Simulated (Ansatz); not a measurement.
**CH₅F₂MoNO₂: how energies converge with the basis set**

An exercise on one series of results from a longer session: the logs are not shown, and one member is left open.

Program: Ansatz 0.2.0, Gaussian basis. Level of theory: one geometry, several basis sets. These are calculated values, not measurements.

The runs, in order: PBE0-D4/def2-SVP; ωB97M-V/def2-SVP; PBE0-D4/def2-QZVPP; ωB97M-V/def2-QZVPP; the functionals' def2-TZVPP values are taken from earlier runs.

### Structure used throughout

An earlier PBE0-D4 in a triple-zeta def2 set relaxation fixed the geometry. Mo takes the def2 core potential; no spin-orbit term is included.

SMILES `C[N]=[Mo]([OH])([OH])([F])[F]`, 12 atoms, charge 0, spin multiplicity 1.

Atoms are counted from 1 here; the program's logs count them from 0.

Bond lengths: C1–N2 1.414 Å, C1–H8 1.094 Å, C1–H9 1.094 Å, C1–H10 1.095 Å, N2–Mo3 1.687 Å, Mo3–O4 1.868 Å, Mo3–O5 1.895 Å, Mo3–F6 1.906 Å, Mo3–F7 1.860 Å, O4–H11 0.960 Å, O5–H12 0.962 Å. Angles: N2–C1–H8 110.2°, N2–C1–H9 110.3°, N2–C1–H10 109.5°, H8–C1–H9 109.0°, H8–C1–H10 108.9°, H9–C1–H10 108.9°, C1–N2–Mo3 167.6°, N2–Mo3–O4 109.0°, N2–Mo3–O5 112.8°, N2–Mo3–F6 96.4°, N2–Mo3–F7 101.9°, O4–Mo3–O5 137.7°, O4–Mo3–F6 87.6°, O4–Mo3–F7 92.7°, O5–Mo3–F6 81.5°, O5–Mo3–F7 85.1°, F6–Mo3–F7 160.4°, Mo3–O4–H11 124.8° and more.

As a file:

```xyz
12
charge 0, multiplicity 1
C     0.43079   -0.80616    1.85740
N     0.19753   -0.45362    0.50816
Mo   -0.01595    0.30467   -0.98413
O    -1.02649   -0.80920   -2.09173
O     0.63465    2.08411   -1.00246
F    -1.63833    1.20122   -0.53833
F     1.57055   -0.11573   -1.85991
H     0.47744   -1.89393    1.96081
H     1.37322   -0.37387    2.20592
H    -0.38503   -0.42574    2.48074
H    -1.56872   -1.53985   -1.78538
H     0.02734    2.77278   -0.71699
```

Set-up of the first run:

Contents of in.yaml:

```yaml
crystal:
  periodic: [false, false, false]
  atoms:
    - {symbol: C, position_ang: [0.430795, -0.806160, 1.857404]}
    - {symbol: N, position_ang: [0.197532, -0.453620, 0.508156]}
    - {symbol: Mo, position_ang: [-0.015954, 0.304672, -0.984133]}
    - {symbol: O, position_ang: [-1.026492, -0.809197, -2.091730]}
    - {symbol: O, position_ang: [0.634650, 2.084113, -1.002463]}
    - {symbol: F, position_ang: [-1.638326, 1.201219, -0.538330]}
    - {symbol: F, position_ang: [1.570546, -0.115726, -1.859914]}
    - {symbol: H, position_ang: [0.477440, -1.893930, 1.960811]}
    - {symbol: H, position_ang: [1.373222, -0.373873, 2.205924]}
    - {symbol: H, position_ang: [-0.385029, -0.425736, 2.480743]}
    - {symbol: H, position_ang: [-1.568721, -1.539847, -1.785379]}
    - {symbol: H, position_ang: [0.027335, 2.772785, -0.716988]}
basis:
  gaussian: {orbitals: def2-SVP}
hamiltonian: {xc: pbe0, dispersion: d4}
output: {orbitals: {seedname: orbitals}}
```

Run with:

```console
> ansatz run in.yaml --threads 4 --pin off --events-out ev --progress --plain --max-ram 11315MiB
```

Steps of the session up to this table: PBE0-D4 in def2-SVP; ωB97M-V in def2-SVP; PBE0-D4 in def2-QZVPP; ωB97M-V in def2-QZVPP.

One table of the session follows, with a row left open; its other results are not shown here.

It belongs to the step «Functionals by basis». 

```
functional       basis  HOMO (eV)  LUMO (eV)
   PBE0-D4    def2-SVP      -8.50      -3.05
   PBE0-D4  def2-TZVPP      -8.54      -3.06
   PBE0-D4  def2-QZVPP      -8.56      -3.07
   ωB97M-V    def2-SVP     -10.78      -0.83
   ωB97M-V  def2-TZVPP          ?          ?
   ωB97M-V  def2-QZVPP     -10.85      -0.87
```

Q: Estimate the row for ωB97M-V, def2-TZVPP from the others.

The run gave: HOMO (eV): -10.84; LUMO (eV): -0.86. In the column «HOMO (eV)» it lies between ωB97M-V, def2-QZVPP (-10.85) and ωB97M-V, def2-SVP (-10.78).
